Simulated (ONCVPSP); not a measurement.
# Pseudopotential generation for chlorine: ONCV, LDA (Perdew-Wang 92)

Task: generate the file, and judge it by its errors in other configurations, its logarithmic derivatives, its ghosts and its cutoff.

Method: ONCVPSP 4.0.1.1 (patched build), LDA (Perdew-Wang 92), scalar-relativistic.

**1. Settings**

The settings as typed:

```
element                 : chlorine (Cl, Z = 17)
type                    : optimised norm-conserving Vanderbilt (ONCV)
frozen core             : [Ne]
valence charge          : 7
reference configuration : 3s2 3p4.5 (charge +0.5)
partial waves           : 3s: rc 1.25 bohr, ncon 4, nbas 8, qcut 6.3 1/bohr, 2 projectors, debl 1.3 Ha; 3p: rc 1.10 bohr, ncon 4, nbas 7, qcut 6 1/bohr, 2 projectors, debl 2.1 Ha; d scattering state at 0.38 Ha: rc 1.10 bohr, ncon 4, nbas 8, qcut 9.8 1/bohr, 2 projectors, debl 3.6 Ha
local potential         : polynomial inside 0.95 bohr (lpopt 1, dvloc0 0 Ha)
core correction         : Teter function fitted to the true core (icmod 2), fcfact 0.2
```

An earlier all-electron run gives the scale for the radii.

All-electron outer shells of the reference configuration (LDA (PZ), scalar-relativistic, ld1.x):

```tsv
shell	level (eV)	outermost node (bohr)	outermost maximum (bohr)
2s	-257.82	0.12	0.36
2p	-197.74	–	0.30
3s	-26.17	0.56	1.27
3p	-13.91	0.53	1.41
```

**2. The generation run**

File Cl.dat:

```
# ATOM AND REFERENCE CONFIGURATION
# atsym  z   nc   nv     iexc    psfile
  Cl 17.00    3    2  -001012      upf
#
#   n    l    f
    1    0    2.00
    2    0    2.00
    2    1    6.00
    3    0    2.00
    3    1    4.50
#
# PSEUDOPOTENTIAL AND OPTIMIZATION
# lmax
    2
#
#   l,   rc,      ep,       ncon, nbas, qcut
    0    1.25    0.00    4    8    6.30
    1    1.10    0.00    4    7    6.00
    2    1.10    0.38    4    8    9.80
#
# LOCAL POTENTIAL
# lloc, lpopt,  rc(5),   dvloc0
    4    1    0.95    0.00
#
# VANDERBILT-KLEINMAN-BYLANDER PROJECTORs
# l, nproj, debl
    0    2    1.30
    1    2    2.10
    2    2    3.60
#
# MODEL CORE CHARGE
# icmod, fcfact, rcfact
    2    0.20    1.10
#
# LOG DERIVATIVE ANALYSIS
# epsh1, epsh2, depsh
   -2.00    5.00    0.02
#
# OUTPUT GRID
# rlmax, drl
    6.00    0.01
#
# TEST CONFIGURATIONS
# ncnf
    4
# nvcnf
#   n    l    f
    2
    3    0    2.00
    3    1    5.00
#
    2
    3    0    2.00
    3    1    4.00
#
    2
    3    0    2.00
    3    1    3.00
#
    2
    3    0    2.00
    3    1    1.00
#
```

Launch:

```console
$ oncvpsp.x < Cl.dat > Cl.out
```

Before running it: what results should come out? Wanted: cutoffs for 1 and 0.1 mHa per electron, occupied waves; bound ghosts; GHOST(+) flags; largest test error; largest phase difference near zero energy, channels read; rms error of d²Exc/dn², without and with the model core.

As calculated:

| quantity | value |
| --- | --- |
| cutoffs for 1 and 0.1 mHa per electron, occupied waves | 48 Ha and 115 Ha |
| bound ghosts | p at -42980.27 eV |
| GHOST(+) flags | s at 142 eV, p at 1396 eV |
| largest test error (AE − PS) | +130 meV, for 3s2 3p1 |
| largest phase difference near zero energy, channels read | 0.000 rad |
| rms error of d²Exc/dn², without and with the model core | 3.65 and 0.97 mHa |

It has a bound ghost (p), a state that the atom doesn't have, and that rules the file out. By total energies transferability is fair for so large an energy: the largest error is 130 meV on 124.6 eV, for 3s2 3p1. That test lies far up in energy; among those under 40 eV, nearer to bonding, the largest error is 8.0 meV. It counts as hard, with 48 Ha needed at the looser tolerance. At the looser tolerance the 3p wave is the slowest; 3s needs 16 Ha. Near zero energy the phases of the channels with partial waves agree within 0.001 rad. The program also flags highly localised states, GHOST(+) (s, p).
